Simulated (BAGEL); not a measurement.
# AlHSeCl2 (SMILES [Cl][Al]([Cl])[SeH]): HF/6-31G(d) (density fitting with qzvpp-jkfit, spherical functions)

Aim: the energy change on altering one bond length of AlHSeCl2 at HF/6-31G* (density fitting with qzvpp-jkfit, spherical functions), from 2 runs. 

The calculation is run with BAGEL 1.2.2.

1 further run of the same task is left out (set aside as unsound or not needed). Runs told in other sessions of the task aren't counted.

### 1 The system as given

AlHSeCl2: 5 atoms, total charge 0, spin state singlet. SMILES: `[Cl][Al]([Cl])[SeH]`. The shape is that of a PBE0-D4/def2-TZVP optimisation.

Bond lengths: Cl1–Al2 2.080 Å, Al2–Cl3 2.078 Å, Al2–Se4 2.290 Å, Se4–H5 1.470 Å. Angles: Cl1–Al2–Cl3 119.7°, Cl1–Al2–Se4 121.6°, Cl3–Al2–Se4 118.7°, Al2–Se4–H5 90.4°.

### 2 A single-point energy at HF/6-31G(d) (density fitting with qzvpp-jkfit, spherical functions)

The input, calc.json:

```json
{ "bagel": [

{
  "title": "molecule",
  "basis": "6-31gs.json",
  "df_basis": "qzvpp-jkfit",
  "angstrom": "true",
  "geometry": [
    { "atom": "Cl", "xyz": [      -1.129100,      -1.388600,       1.240100 ] },
    { "atom": "Al", "xyz": [       0.378800,      -0.407400,       0.195200 ] },
    { "atom": "Cl", "xyz": [       2.327200,      -1.125400,       0.281000 ] },
    { "atom": "Se", "xyz": [      -0.051800,       1.460300,      -1.058800 ] },
    { "atom": "H", "xyz": [      -1.475200,       1.387400,      -0.698900 ] }
  ]
},

{ "title": "hf" },

{ "title": "print", "file": "orbitals.molden", "orbitals": "true" }

]}
```

The basis set 6-31G* is read from a file made from the Basis Set Exchange's data (not shown).

On the command line:

```console
$ BAGEL_NUM_THREADS=1 BAGEL calc.json > calc.out
```

The log of the run:

```text
* using 1 threads per process

  ===============================================================
  ===============================================================

  *** Geometry ***

  { "atom" : "Cl", "xyz" : [     -2.133690,     -2.624074,      2.343449 ] },
  { "atom" : "Al", "xyz" : [      0.715828,     -0.769874,      0.368875 ] },
  { "atom" : "Cl", "xyz" : [      4.397771,     -2.126698,      0.531013 ] },
  { "atom" : "Se", "xyz" : [     -0.097888,      2.759567,     -2.000842 ] },
  { "atom" : "H", "xyz" : [     -2.787724,      2.621806,     -1.320730 ] },

  Number of auxiliary basis functions:      668

  Since a DF basis is specified, we compute 2- and 3-index integrals:
    o Being stored without compression. Storage requirement is 0.041 GB

  Number of basis functions:       88
  Number of electrons      :       82

    * METHOD: MOLECULE                             0.52

  *** RHF ***

  === Nuclear Repulsion ===
   437.9471042451

      * DIIS with orbital gradients will be used.

  === RHF iteration (6-31gs.json) ===
      0      -3561.10923058          0.00792353           0.22
      1      -3561.17260162          0.00384870           0.23
      2      -3561.18234754          0.00075522           0.22
      3      -3561.18310783          0.00018270           0.21
      4      -3561.18315947          0.00004012           0.23
      5      -3561.18316225          0.00001346           0.23
      6      -3561.18316255          0.00000469           0.21
      7      -3561.18316259          0.00000117           0.22
      8      -3561.18316259          0.00000036           0.22
      9      -3561.18316259          0.00000014           0.20
     10      -3561.18316259          0.00000004           0.22
     11      -3561.18316259          0.00000001           0.22
     12      -3561.18316259          0.00000000           0.20
    * SCF iteration converged.

    * Permanent dipole moment:
           (    0.365756,    -0.275390,     0.119750) a.u.

    * METHOD: HF                                   3.23

    * METHOD: PRINT                                0.01

  ===============================================================
```

Wall time 4.2 s (1 thread of Arm Neoverse V2, shared host); peak memory 0.19 GiB.

### 3 The distorted shape at the same level

The input, input.json:

```json
{ "bagel" : [

{
  "title" : "molecule",
  "basis" : "6-31gs.json",
  "df_basis" : "qzvpp-jkfit",
  "angstrom" : true,
  "geometry" : [
    { "atom" : "Cl", "xyz" : [      -1.883053,      -1.879202,       1.762552 ] },
    { "atom" : "Al", "xyz" : [       0.378800,      -0.407400,       0.195200 ] },
    { "atom" : "Cl", "xyz" : [       2.327200,      -1.125400,       0.281000 ] },
    { "atom" : "Se", "xyz" : [      -0.051800,       1.460300,      -1.058800 ] },
    { "atom" : "H", "xyz" : [      -1.475200,       1.387400,      -0.698900 ] }
  ]
},

{ "title" : "hf" },

{ "title" : "print", "file" : "orbitals.molden", "orbitals" : true }

]}
```

The basis set 6-31G* is read from a file made from the Basis Set Exchange's data (not shown).

On the command line:

```console
$ BAGEL_NUM_THREADS=1 BAGEL input.json > input.out
```

The log of the run:

```text
* using 1 threads per process

  ===============================================================
  ===============================================================

  *** Geometry ***

  { "atom" : "Cl", "xyz" : [     -3.558454,     -3.551177,      3.330741 ] },
  { "atom" : "Al", "xyz" : [      0.715828,     -0.769874,      0.368875 ] },
  { "atom" : "Cl", "xyz" : [      4.397771,     -2.126698,      0.531013 ] },
  { "atom" : "Se", "xyz" : [     -0.097888,      2.759567,     -2.000842 ] },
  { "atom" : "H", "xyz" : [     -2.787724,      2.621806,     -1.320730 ] },

  Number of auxiliary basis functions:      668

  Since a DF basis is specified, we compute 2- and 3-index integrals:
    o Being stored without compression. Storage requirement is 0.041 GB

  Number of basis functions:       88
  Number of electrons      :       82

    * METHOD: MOLECULE                             0.52

  *** RHF ***

  === Nuclear Repulsion ===
   394.3965072679

      * DIIS with orbital gradients will be used.

  === RHF iteration (6-31gs.json) ===
      0      -3560.95937105          0.00897120           0.24
      1      -3561.05047629          0.00471156           0.23
      2      -3561.07456572          0.00083563           0.24
      3      -3561.07598614          0.00021511           0.23
      4      -3561.07612164          0.00007249           0.23
      5      -3561.07614140          0.00002404           0.24
      6      -3561.07614410          0.00000635           0.24
      7      -3561.07614424          0.00000201           0.23
      8      -3561.07614425          0.00000065           0.23
      9      -3561.07614425          0.00000020           0.23
     10      -3561.07614425          0.00000007           0.21
     11      -3561.07614425          0.00000003           0.23
     12      -3561.07614425          0.00000002           0.23
     13      -3561.07614425          0.00000001           0.22
    * SCF iteration converged.

    * Permanent dipole moment:
           (   -1.144449,    -1.485882,     1.331211) a.u.

    * METHOD: HF                                   3.63

    * METHOD: PRINT                                0.01

  ===============================================================
```

Wall time 4.5 s (1 thread of Arm Neoverse V2, shared host); peak memory 0.19 GiB.

### 4 What came out

Level: HF/6-31G* (density fitting with qzvpp-jkfit, spherical functions).

| quantity | value |
| --- | --- |
| first shape: total energy | -3561.18316 Eh |
| first shape: dipole moment | 1.20 D |
| first shape: HOMO energy | -10.38 eV |
| first shape: LUMO energy | 1.72 eV |
| first shape: HOMO–LUMO gap | 12.10 eV |
| distorted shape: total energy | -3561.07614 Eh |
| distorted shape: dipole moment | 5.85 D |
| distorted shape: HOMO energy | -10.75 eV |
| distorted shape: LUMO energy | -1.11 eV |
| distorted shape: HOMO–LUMO gap | 9.64 eV |
| energy change with the Cl1–Al2 bond stretched from 2.080 to 3.121 Å | 2.912 eV |

With the Cl1–Al2 bond stretched from 2.080 to 3.121 Å the energy rises by 2.91 eV (281 kJ/mol). The first shape isn't relaxed at this level, so the change isn't measured from a minimum.
